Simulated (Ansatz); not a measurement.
# Ga4P3N: the cost of one run

Code: Ansatz 0.2.0. PAW datasets, plane waves. Values at 0 K without nuclear motion; spin polarisation is off, and the phase may be a hypothetical one.

## 1. The structure to begin with

The cell was relaxed beforehand with r2SCAN.

It is monoclinic, Cm (No. 8); a = 13.694 Å, b = 3.694 Å, c = 6.370 Å, β = 117.7° in the conventional setting, 17.83 Å³ an atom. Near N stand 4 Ga at 2.02–2.15 Å; near P stand 4 Ga at 2.27–2.39 Å; near Ga stand 1 N at 2.02 Å and 3 P at 2.32–2.36 Å; near Ga stand 1 N at 2.02 Å and 3 P at 2.33–2.39 Å; near P stand 4 Ga at 2.29–2.41 Å.

Structure file:

```
N P Ga
1.0
     6.85090   -1.84680    0.02544
     6.85090    1.84680    0.02544
    -2.98665    0.00000    5.62682
N P Ga
1 3 4
Cartesian
  -1.9644 0.0000 3.7253
  9.9758 0.0000 0.4472
  6.3311 0.0000 0.9940
  1.7637 0.0000 3.3403
  -0.1847 0.0000 4.6803
  11.9716 0.0000 1.7702
  8.3631 0.0000 2.0483
  3.9255 0.0000 4.2859
```

## 2. Band structure with PBE

Input file input.yaml:

```yaml
crystal:
  lattice:
    - [6.8508999734, -1.8467997338, 0.0254440433]
    - [6.8508999734, 1.8467997338, 0.0254440433]
    - [-2.986650906, 0.0, 5.6268192269]
  atoms:
    - { symbol: "N", position: [0.0009455433, 0.0009455433, 0.6620572743] }
    - { symbol: P, position: [0.7439242913, 0.7439242913, 0.072743209] }
    - { symbol: Ga, position: [0.167494501, 0.167494501, 0.8302616872] }
    - { symbol: Ga, position: [0.9404482625, 0.9404482625, 0.3060932916] }
    - { symbol: P, position: [0.4995822188, 0.4995822188, 0.1721277406] }
    - { symbol: P, position: [0.2576114826, 0.2576114826, 0.5913164986] }
    - { symbol: Ga, position: [0.6883588773, 0.6883588773, 0.357797932] }
    - { symbol: Ga, position: [0.4516348232, 0.4516348232, 0.7576023666] }
kpoints:
  mp_grid: { grid: [8, 8, 4] }
  band_path:
    path:
      - [[0.0, 0.0, 0.0], [0.273193831412, -0.273193831412, 1.10580881515e-18]]
      - [[0.726806168588, 0.273193831412, -1.338719166745e-16], [0.5, 0.5, -1.338719166745e-16], [0.0, 0.0, 0.0], [1.791620336972e-16, 1.791620336972e-16, 0.5], [0.2499685784063, -0.2499685784063, 0.5]]
      - [[-0.2499685784063, -0.7500314215937, 0.5], [-0.5, -0.5, 0.5], [0.0, 0.0, 0.0]]
      - [[3.188048143268e-17, -0.5, 0.5], [0.0, 0.0, 0.0], [0.5, 1.173997335048e-16, -6.693595833724e-17]]
    npoints: 10
hamiltonian:
  xc: pbe
scf:
  occupations: { method: fermi_dirac, width: 0.02 }
  n_extra_bands: 6
output:
  forces: true
  stress: true
  eigenvalues: true
```

On the command line:

```console
$ ansatz run input.yaml --threads 4 --pin off --max-ram 6451MiB --backend cpu --events-out ev --progress --plain --runs-dir out
```

Q: Estimate wall time and peak memory on 4 threads of AMD EPYC 7R43 (Zen 3), shared host.

About 34 s, with a peak of 0.71 GiB.
